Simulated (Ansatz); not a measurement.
# CrGe3: the cost of one run

Computed with Ansatz 0.2.0 (DFT PBE, scalar-relativistic, plane waves, PAW, unless a step's input says otherwise).

**1. The starting structure**

The structure is hexagonal, space group P6/mmm (No. 191). Conventional cell: a = 4.339 Å, b = 4.339 Å, c = 4.769 Å, α = 90.00°, β = 90.00°, γ = 120.00°. Cr (site symmetry 6/mmm) is surrounded by 6 Ge at 2.17 Å. Ge (site symmetry mmm) has 2 Cr at 2.17 Å and 4 Ge at 2.17 Å as nearest neighbours.

Structure file:

```cif
data_structure
_symmetry_space_group_name_H-M 'P 1'
_symmetry_Int_Tables_number 1
_cell_length_a 4.3389
_cell_length_b 4.3389
_cell_length_c 4.7690
_cell_angle_alpha 90.000
_cell_angle_beta 90.000
_cell_angle_gamma 120.000
_cell_volume 77.76
loop_
_atom_site_label
_atom_site_type_symbol
_atom_site_fract_x
_atom_site_fract_y
_atom_site_fract_z
_atom_site_occupancy
Cr1 Cr 0.00000 0.00000 0.50000 1
Ge1 Ge 0.50000 0.00000 0.50000 1
Ge2 Ge 0.00000 0.50000 0.50000 1
Ge3 Ge 0.50000 0.50000 0.50000 1
```

Recipe of the guess: random cell by space group and Wyckoff sites (P6/mmm, No. 191). Lengths come from tabulated atomic sizes and are only a guess.

**2. Probe: one point on a coarse mesh**

input.yaml

```yaml
crystal:
  lattice:
    - [4.33894964, 0.0, 0.0]
    - [-2.16947482, 3.75764062, 0.0]
    - [0.0, 0.0, 4.7690384]
  atoms:
    - { symbol: Cr, position: [0.0, 0.0, 0.5], spin: 3.0 }
    - { symbol: Ge, position: [0.5, 0.0, 0.5] }
    - { symbol: Ge, position: [0.0, 0.5, 0.5] }
    - { symbol: Ge, position: [0.5, 0.5, 0.5] }
basis:
  ecutwfc: 420
kpoints:
  mp_grid: { grid: [6, 6, 4] }
hamiltonian:
  xc: pbe
scf:
  occupations: { method: gaussian, width: 0.1 }
  lower_state_search: "off"
output:
  forces: true
  stress: true
  eigenvalues: true
  populations: true
magnetization:
  spin_polarized: true
```

The run is started by

```bash
> ansatz run input.yaml --threads 1 --pin off --max-ram 2560MiB --backend cpu --events-out ev --progress --plain --runs-dir out
```

**Question.** How long does this run take on 1 thread of Intel Xeon at 2.50GHz (Skylake/Cascade Lake), shared host, and how much memory does it need?

About 20 s, with a peak of 0.43 GiB.
